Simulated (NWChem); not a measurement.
**LiBr (SMILES [Li][Br]): M06-2X/cc-pVTZ**

Aim: the electronic atomisation energy of LiBr at M06-2X/cc-pVTZ, from 3 runs. 

The calculation is run with NWChem 7.3.0.

### 1 The structure to begin with

The species is LiBr (2 atoms), meant as a singlet with charge 0. As SMILES, `[Li][Br]`. The coordinates come from a PBE0-D4/def2-TZVP relaxation.

Bond lengths: Li1–Br2 2.172 Å.

### 2 The energy at M06-2X/cc-pVTZ

Contents of mol.nw:

```
start mol
title "BrLi energy"
memory 2200 mb
charge 0
geometry noautosym nocenter noautoz
  Li      -0.910300       0.277700      -0.476100
  Br       0.939700      -0.337900       0.480100
end
basis spherical bse
  * library cc-pVTZ
end
dft
  xc m06-2x
  mult 1
  grid medium
  convergence energy 1e-08
  iterations 100
  mulliken
  print low
end
task dft
```

Launch:

```bash
nwchem mol.nw > mol.out
```

Standard output:

```text
[...]
 d= 0,ls=0.0,diis     1  -2581.8165514203 -2.61D+03  7.29D-03  3.92D-01    15.8
[...]
 d= 0,ls=0.0,diis     8  -2581.8410257738 -3.94D-09  6.92D-07  4.09D-09    69.7
         Total DFT energy =    -2581.841025773773
      One electron energy =    -3646.606077512842
           Coulomb energy =     1132.531247965973
    Exchange-Corr. energy =      -93.352857057815
 Nuclear repulsion energy =       25.586660830910
[...]
      Total Density - Mulliken Population Analysis
     ---------------------------------------------
    Atom       Charge   Shell Charges
 -----------   ------   -------------------------------------------------------
    1 Li   3     2.67   1.99 -0.01  0.20 -0.01  0.22  0.12  0.02  0.06  0.05  0.03
    2 Br  35    35.33   2.00  2.01  1.86  0.40  1.17  0.45  6.00  5.83  1.21  2.86  1.54  9.68  0.32  0.01  0.00
[...]
```

Run time: 71 s. Hardware: 1 thread of AMD EPYC 7R13 (Zen 3), shared host; peak memory 0.12 GiB.

### 3 The Br atom

Contents of nw.nw:

```
start nw
memory stack 880 mb heap 220 mb global 1100 mb

geometry noautosym nocenter noautoz
 Br    0.000000    0.000000    0.000000
end

basis spherical bse
 * library cc-pVTZ
end

dft
 xc m06-2x
 mult 2
 grid medium
 convergence energy 1e-08
 iterations 100
 mulliken
 print low
end

task dft
```

Launch:

```bash
nwchem nw.nw > nw.out
```

Standard output:

```text
[...]
 d= 0,ls=0.0,diis     1  -2574.1917951594 -2.57D+03  2.60D-03  7.04D-02     8.7
[...]
 d= 0,ls=0.0,diis     7  -2574.1982978417 -2.55D-09  3.80D-07  1.41D-10    31.9
[...]
         Total DFT energy =    -2574.198297841724
      One electron energy =    -3581.665525408636
           Coulomb energy =     1098.838688298108
    Exchange-Corr. energy =      -91.371460731196
 Nuclear repulsion energy =        0.000000000000
[...]
      Total Density - Mulliken Population Analysis
     ---------------------------------------------
    Atom       Charge   Shell Charges
 -----------   ------   -------------------------------------------------------
    1 Br  35    35.00   2.00  2.01  1.88  0.42  1.19  0.51  6.00  5.83  1.17  2.73  1.26  9.68  0.32  0.00  0.00
     --------------------------------------------
      Spin Density - Mulliken Population Analysis
     --------------------------------------------
    Atom       Charge   Shell Charges
 -----------   ------   -------------------------------------------------------
    1 Br  35     1.00  -0.00  0.00  0.00  0.00  0.02 -0.02 -0.00 -0.00  0.22  0.60  0.18 -0.01  0.01 -0.00  0.00
[...]
      <S2> =      0.7534 (Exact =     0.7500)
[...]
```

Wall time 33 s (1 thread of AMD EPYC 7R13 (Zen 3), shared host); peak memory 0.12 GiB.

### 4 The Li atom

Contents of run.nw:

```
start run
memory 2200 mb

geometry units angstrom noautosym nocenter noautoz
  Li     0.000000     0.000000     0.000000
end

basis spherical bse
  * library cc-pVTZ
end

dft
  xc m06-2x
  mult 2
  grid medium
  convergence energy 1e-08
  maxiter 100
  mulliken
  noprint "final vectors analysis"
end

task dft energy
```

Run the same way, it converges to -7.48060 Eh (log not shown).

### 5 Results

Level: M06-2X/cc-pVTZ.

| quantity | value |
| --- | --- |
| molecule: total energy | -2581.84103 Eh |
| Br atom: total energy | -2574.19830 Eh |
| Br atom: ⟨S²⟩ | 0.753 |
| Li atom: total energy | -7.48060 Eh |
| Li atom: ⟨S²⟩ | 0.750 |
| electronic atomisation energy | 4.412 eV |

**Reading.** Taking the molecule apart into free atoms costs 4.41 eV (426 kJ/mol), before zero-point energy and without spin-orbit coupling.
